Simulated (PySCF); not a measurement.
**CsBi+: bond curves at several levels of theory**

What are the lowest state that PBE0 finds, the bond length, vibrational wavenumber and bond energy of CsBi+, and how much do these hang on the method?

Computed with PySCF 2.14.0. Level: Cs def2-SVPD with ECP46, Bi def2-SVPD with ECP60, scalar-relativistic core potentials.

**1. Set-up**

The job is set up so:

* atoms: Cs, Bi
* charge: 1
* basis: Cs def2-SVPD with ECP46, Bi def2-SVPD with ECP60
* Hamiltonian: scalar-relativistic core potentials
* basis functions: 59
* electrons treated: 31
* masses in u: 132.9054, 208.9804
* levels: PBE0, PBE, r²SCAN, r²SCANh, MN15, TPSSh, ωB97X, HF, MP2, SCS-MP2
* grid: 80 radial by 434 angular points
* occupations: held fixed by the projection of orbital angular momentum
* dissociation limit: Cs+ + Bi, each in its ground configuration
* starting distance in angstrom: 3.765
* values of 2S to try: 1, 3

The run is started by

```console
> OMP_NUM_THREADS=1 python dia.py task.json out
```

After this run come: First curve: PBE0; Excited determinants; PBE (GGA); r²SCAN; r²SCANh (hybrid meta-GGA); MN15 (hybrid meta-GGA); TPSSh (hybrid meta-GGA); ωB97X (range-separated hybrid); UHF (mean field).

**Question.** What will these runs give? Wanted: for each run, Re; ωe; De; μ.

As calculated:

Lowest PBE0 solution found, without spin–orbit coupling: ⁴Σ⁻ (quartet), unpaired electrons σ ↑, π ↑↑. State 2 has its PBE0 minimum 0.65 eV higher, as a spin-mixed determinant (⟨S²⟩ = 1.76), so this is no gap between pure states. State 3 has its PBE0 minimum 0.66 eV higher, as a spin-mixed determinant (⟨S²⟩ = 1.76), so this is no gap between pure states. State 4 has its PBE0 minimum 1.22 eV higher. The other levels ran on the lowest alone.

```csv
level,Re (Å),ωe (cm⁻¹),De (eV),μ (D)
UHF,4.595,24.1,0.097,-11.76
UHF-MP2,4.375,30.1,0.149,n/a
UHF-SCS-MP2,4.402,29.3,0.140,n/a
PBE,4.278,31.2,0.167,-10.27
r²SCAN,4.304,30.6,0.144,-10.56
TPSSh,4.318,29.9,0.143,-10.53
r²SCANh,4.296,30.8,0.143,-10.56
PBE0,4.286,30.5,0.146,-10.46
MN15,4.145,33.2,0.150,-10.14
ωB97X,4.156,34.8,0.142,-10.19
```

De is counted to Cs+ + Bi in their ground configurations. A positive dipole points from Cs to Bi; in an ion it is taken about the centre of mass and does not tell which atom is negative.

**Reading.** The methods spread over 0.450 Å in bond length, from MN15 to UHF. Of the levels with a De here, UHF gives the least (0.097 eV) and PBE the most (0.167 eV).

Correlated steps freeze 4 core orbitals. These are scalar-relativistic numbers at best; spin–orbit coupling would shift them, the dissociation energy most. The bond is weak, and basis-set superposition, which was not computed, may be a sizeable part of it. With spin–orbit coupling the term label itself may not hold.
